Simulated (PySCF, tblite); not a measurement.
# C₅H₁₄OS₂Si₂: geometry, infrared bands and NMR shifts, part 2 of 2

tblite 0.8.0 and PySCF 2.14.0. Atoms count from 0. The steps go on from the part before.

## 6. Shielding tensors: WP04/pcSseg-1

What the job is given:

```
{"job": {"kind": "nmr", "xc": "WP04", "basis": "pcSseg-1", "pop": false}, "charge": 0, "multiplicity": 1}
C     -2.815797    -1.255823     0.906556
Si    -1.600860     0.017926     0.281724
C     -2.303582     1.748963     0.353263
C     -1.015666    -0.391808    -1.450061
O     -0.283860    -0.026618     1.336689
Si     1.347785     0.127053     1.322279
S      2.283076    -1.625564     0.498330
C      3.429504    -0.732766    -0.615158
C      2.761555     0.460554    -1.264259
S      2.120668     1.630902    -0.009056
H     -3.113094    -1.038407     1.944105
H     -2.368705    -2.261927     0.885761
H     -3.726475    -1.273562     0.286996
H     -3.201096     1.846725    -0.277922
H     -1.555640     2.477157     0.001683
H     -2.580666     2.017021     1.384685
H     -0.441182    -1.331179    -1.456765
H     -1.866313    -0.499481    -2.141642
H     -0.368096     0.412572    -1.833512
H      1.746081     0.434486     2.717622
H      4.318979    -0.421971    -0.046779
H      3.743329    -1.462805    -1.377738
H      3.485731     1.029894    -1.867056
H      1.939461     0.139292    -1.920977
```

With the program's defaults for keys left out, this is: GIAO WP04/pcSseg-1 NMR shielding, non-relativistic, gas phase.

The log of the run:

```text
coarse grid: 21696 points
cycle   1  E = -1670.0828948261  dE =  8.360e-01  |g| = 1.369e+00  |ddm| = 4.656e+00
cycle   2  E = -1669.3513563698  dE =  7.315e-01  |g| = 2.282e+00  |ddm| = 3.108e+00
cycle   3  E = -1670.4093170587  dE = -1.058e+00  |g| = 4.632e-01  |ddm| = 2.475e+00
cycle   4  E = -1670.4533654785  dE = -4.405e-02  |g| = 1.059e-01  |ddm| = 4.733e-01
cycle   5  E = -1670.4557065951  dE = -2.341e-03  |g| = 3.593e-02  |ddm| = 1.244e-01
cycle   6  E = -1670.4560247852  dE = -3.182e-04  |g| = 1.261e-02  |ddm| = 5.972e-02
cycle   7  E = -1670.4560653321  dE = -4.055e-05  |g| = 3.823e-03  |ddm| = 1.569e-02
cycle   8  E = -1670.4560688405  dE = -3.508e-06  |g| = 8.465e-04  |ddm| = 3.727e-03
final grid: 189800 points
cycle   9  E = -1670.5516478902  dE = -5.806e-05  |g| = 1.206e-02  |ddm| = 4.285e-02
cycle  10  E = -1670.5516019057  dE =  4.598e-05  |g| = 1.869e-02  |ddm| = 2.211e-02
cycle  11  E = -1670.5516804355  dE = -7.853e-05  |g| = 2.390e-03  |ddm| = 1.512e-02
cycle  12  E = -1670.5516817136  dE = -1.278e-06  |g| = 3.609e-04  |ddm| = 2.498e-03
cycle  13  E = -1670.5516817369  dE = -2.325e-08  |g| = 1.505e-04  |ddm| = 5.052e-04
cycle  14  E = -1670.5516817416  dE = -4.703e-09  |g| = 6.140e-05  |ddm| = 2.011e-04
cycle  15  E = -1670.5516817424  dE = -8.586e-10  |g| = 8.508e-06  |ddm| = 5.018e-05
converged SCF energy = -1670.5516817424

GIAO shielding tensors (ppm)
atom      isotropic    diamagn.    paramagn.     s11        s22        s33       span
  0 C      171.282     255.738     -84.456    163.566    171.958    178.323     14.757
  1 Si     325.128     885.777    -560.649    313.781    325.616    335.985     22.204
  2 C      170.885     256.989     -86.104    163.861    171.138    177.656     13.795
  3 C      170.428     261.849     -91.421    164.334    172.463    174.488     10.154
  4 O      238.903     410.061    -171.158    228.532    241.591    246.587     18.056
  5 Si     328.121     883.414    -555.293    297.768    332.052    354.543     56.775
  6 S      526.695    1065.125    -538.430    422.093    477.491    680.500    258.407
  7 C      127.040     253.053    -126.013     89.447    142.125    149.548     60.101
  8 C      129.633     253.994    -124.360     99.185    141.862    147.854     48.669
  9 S      519.201    1065.444    -546.243    405.058    508.124    644.422    239.364
 10 H       31.228      29.514       1.713     27.416     28.917     37.350      9.934
 11 H       31.276      32.697      -1.421     26.967     30.216     36.646      9.679
 12 H       31.725      28.802       2.923     27.871     29.003     38.300     10.429
 13 H       31.681      29.495       2.186     27.928     28.743     38.372     10.444
 14 H       31.108      34.624      -3.516     26.360     30.933     36.030      9.669
 15 H       31.245      30.287       0.957     27.780     28.653     37.301      9.521
 16 H       30.960      36.914      -5.954     26.656     30.681     35.543      8.887
 17 H       31.641      32.104      -0.462     27.451     28.855     38.618     11.167
 18 H       31.319      37.878      -6.559     27.294     30.799     35.864      8.571
 19 H       26.330      29.168      -2.838     21.833     24.183     32.974     11.141
 20 H       29.038      28.306       0.733     23.363     26.934     36.818     13.455
 21 H       28.749      29.162      -0.414     22.800     26.578     36.868     14.068
 22 H       28.855      28.769       0.086     23.083     26.643     36.840     13.757
 23 H       28.911      36.300      -7.389     24.423     27.900     34.410      9.988
```

Run time: 2.7 min. Hardware: 1 thread of AMD EPYC, shared host; peak memory 1.3 GiB.

Key values: δ C7 44.1, C0 1.6, Si1 13.6, Si5 10.6, H19 5.23, H21 2.73 ppm (means over like atoms).

## 7. Side by side: NMR shifts

Shifts (ppm) of some atoms, chosen among heavy atoms and hydrogens apart, means over like atoms, with basis size and wall time:

| run | C7 | H19 | H21 | Si1 | Si5 | O4 | S6 | functions | time |
| --- | --- | --- | --- | --- | --- | --- | --- | --- | --- |
| PBE0/pcSseg-1 | 40.8 | 5.94 | 2.84 | 24.1 | 16.0 | 101.9 | -75 | 268 | 3.1 min |
| WP04/pcSseg-1 | 44.1 | 5.23 | 2.73 | 13.6 | 10.6 | 78.6 | -61 | 268 | 2.7 min |

## 8. What came out

What follows sums up all 2 parts.

| quantity | value |
| --- | --- |
| strongest single infrared mode (GFN2-xTB) | 1068 cm⁻¹, 892 km/mol |
| zero-point energy (GFN2-xTB) | 114.6 kcal/mol |
| point group | C1 |
| rotational constants (main isotopes) | 1.19, 0.49, 0.44 GHz |
| 13C shifts against TMS (PBE0/pcSseg-1, means over atoms taken as alike) | 40.8, 2.0 ppm |
| 1H shifts against TMS (PBE0/pcSseg-1, means over atoms taken as alike) | 5.94, 2.84, 2.69, 0.22 ppm |
| 29Si shifts against TMS (PBE0/pcSseg-1) | 24.1, 16.0 ppm |
| 17O shifts against H2O (PBE0/pcSseg-1) | 101.9 ppm |
| 33S shifts against CS2 (PBE0/pcSseg-1, means over atoms taken as alike) | -75 ppm |
| range of the shift of O4 | 78.6 to 101.9 ppm |

The optimisation took 129 steps and gained 0.955 eV; among the close pairs (by a distance rule), O4–Si5 changed most, from 1.688 to 1.594 Å (GFN2-xTB). The lowest mode is slightly imaginary (6i cm⁻¹), a soft motion within the noise of the Hessian, so the minimum is not strictly shown. The strongest single mode, at 1068 cm⁻¹, moves mainly O4. GFN2-xTB is a fitted tight-binding method: band positions and strengths are rough. Its intensities can rank the bands wrongly. Over 16 steps the energy fell by 0.412 eV; of the close pairs, C3–H18 changed most, 1.056 to 1.102 Å (PBE0/def2-SVP). At PBE0/pcSseg-1: Shielding is most anisotropic at S6, S9 (span 226 ppm, paramagnetic term -489 ppm). In ppm, O4 moves most: its shift spreads over 23.3 ppm, from 78.6 (WP04/pcSseg-1) to 101.9 (PBE0/pcSseg-1). Most of that comes from the computed reference, not from the atom's own shielding.
